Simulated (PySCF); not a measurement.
# H3O3Yb (Yb(OH)3): the cost of one run

Method: r2SCAN, Yb lcecp-1-SVP with ECP59, O def2-SVP, H def2-SVP; scalar-relativistic core potentials, no spin–orbit coupling; program: PySCF 2.14.0.

2 further runs of the same task are left out: 1 for a known fault of the program, 1 set aside as unsound or not needed.

## Step 1: The system as given

7 atoms, charge 0, spin multiplicity 1.

Bond lengths: Yb1–O2 2.110 Å, Yb1–O4 2.110 Å, Yb1–O6 2.110 Å, O2–H3 0.966 Å, O4–H5 0.966 Å, O6–H7 0.966 Å. Angles: O2–Yb1–O4 120.0°, O2–Yb1–O6 120.0°, O4–Yb1–O6 120.0°, Yb1–O2–H3 158.7°, Yb1–O4–H5 158.8°, Yb1–O6–H7 158.8°.

Geometry (Å):

```xyz
7
H3O3Yb
Yb    0.00000    0.00000    0.00000
O     2.10980    0.00000    0.00000
H     3.00980    0.00000    0.35000
O    -1.05490    1.82710    0.00000
H    -1.50490    2.60660    0.35000
O    -1.05490   -1.82710    0.00000
H    -1.50490   -2.60660    0.35000
```

Formal oxidation states: Yb +3. Each metal's 13 4f electrons lie in its core potential, so multiplicities, spins and levels count the valence alone.

## Step 2: SCF at the start, singlet

Input file run.py (the lines that set the calculation):

```python
mol = gto.M(atom='''
Yb     0.00000     0.00000     0.00000
O      2.10980     0.00000     0.00000
H      3.00980     0.00000     0.35000
O     -1.05490     1.82710     0.00000
H     -1.50490     2.60660     0.35000
O     -1.05490    -1.82710     0.00000
H     -1.50490    -2.60660     0.35000''',
    basis={'Yb': 'lcecp-1-SVP', 'O': 'def2-SVP', 'H': 'def2-SVP'},
    ecp={'Yb': 'lcecp-1-SVP'},
    charge=0, spin=0)
mf = dft.RKS(mol, xc='R2SCAN')
mf.grids.atom_grid = (50, 194)  # f atoms: unpruned, at least (60, 302)
mf = mf.density_fit()  # fitting sets: Yb AutoAux, O def2-universal-JKFIT, H def2-universal-JKFIT
mf.conv_tol = 1e-08; mf.max_cycle = 55
mf.kernel(dm0)  # dm0: free metal ions and neutral atoms
```

On the command line:

```
> OMP_NUM_THREADS=2 python run.py
```

What time and memory should one allow on 2 threads of AMD EPYC 9R45 (Zen 5), shared host?

About 2.2 s, with a peak of 0.55 GiB.
